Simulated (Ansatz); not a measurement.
**PH₃Se: how energies converge with the basis set**

The task here is to estimate one member of a computed series from the others.

Computed with Ansatz 0.2.0, Gaussian basis. Level: one geometry, several basis sets.

Plan: PBE0-D4/def2-SVP; ωB97M-V/def2-SVP; PBE0-D4/def2-QZVPP; ωB97M-V/def2-QZVPP; the functionals' def2-TZVPP values are taken from earlier runs.

## The geometry

An earlier PBE0-D4 in a triple-zeta def2 set relaxation fixed the geometry.

SMILES `P[SeH]`, 5 atoms, charge 0, spin multiplicity 1.

Atoms are counted from 1 here; the program's logs count them from 0.

Bond lengths: P1–Se2 2.263 Å, P1–H3 1.419 Å, P1–H4 1.419 Å, Se2–H5 1.468 Å. Angles: Se2–P1–H3 96.7°, Se2–P1–H4 96.7°, H3–P1–H4 93.0°, P1–Se2–H5 92.8°.

The first run:

Contents of in.yaml:

```yaml
crystal:
  periodic: [false, false, false]
  atoms:
    - {symbol: P, position_ang: [-0.755343, -0.279283, 0.276993]}
    - {symbol: Se, position_ang: [1.196903, 0.640715, -0.402714]}
    - {symbol: H, position_ang: [-0.187621, -1.390632, 0.952994]}
    - {symbol: H, position_ang: [-1.003654, -1.029635, -0.901863]}
    - {symbol: H, position_ang: [0.799615, 1.985235, 0.033189]}
basis:
  gaussian: {orbitals: def2-SVP}
hamiltonian: {xc: pbe0, dispersion: d4}
output: {orbitals: {seedname: orbitals}}
```

The run is started by

```bash
ansatz run in.yaml --threads 2 --pin off --events-out ev --progress --plain --max-ram 4352MiB
```

Among the steps run: PBE0-D4 in def2-SVP; ωB97M-V in def2-SVP; PBE0-D4 in def2-QZVPP; ωB97M-V in def2-QZVPP.

One table of the session follows, with a row left open; its other results are not shown here.

It belongs to the step «Density functionals: the series». 

| functional | basis | HOMO (eV) |
| --- | --- | --- |
| PBE0-D4 | def2-SVP | ? |
| PBE0-D4 | def2-TZVPP | -7.06 |
| PBE0-D4 | def2-QZVPP | -7.08 |
| ωB97M-V | def2-SVP | -9.07 |
| ωB97M-V | def2-TZVPP | -9.21 |
| ωB97M-V | def2-QZVPP | -9.24 |

**Question.** Estimate the row for PBE0-D4, def2-SVP.

The run gave: HOMO (eV): -6.92. In the column «HOMO (eV)» it is the highest.
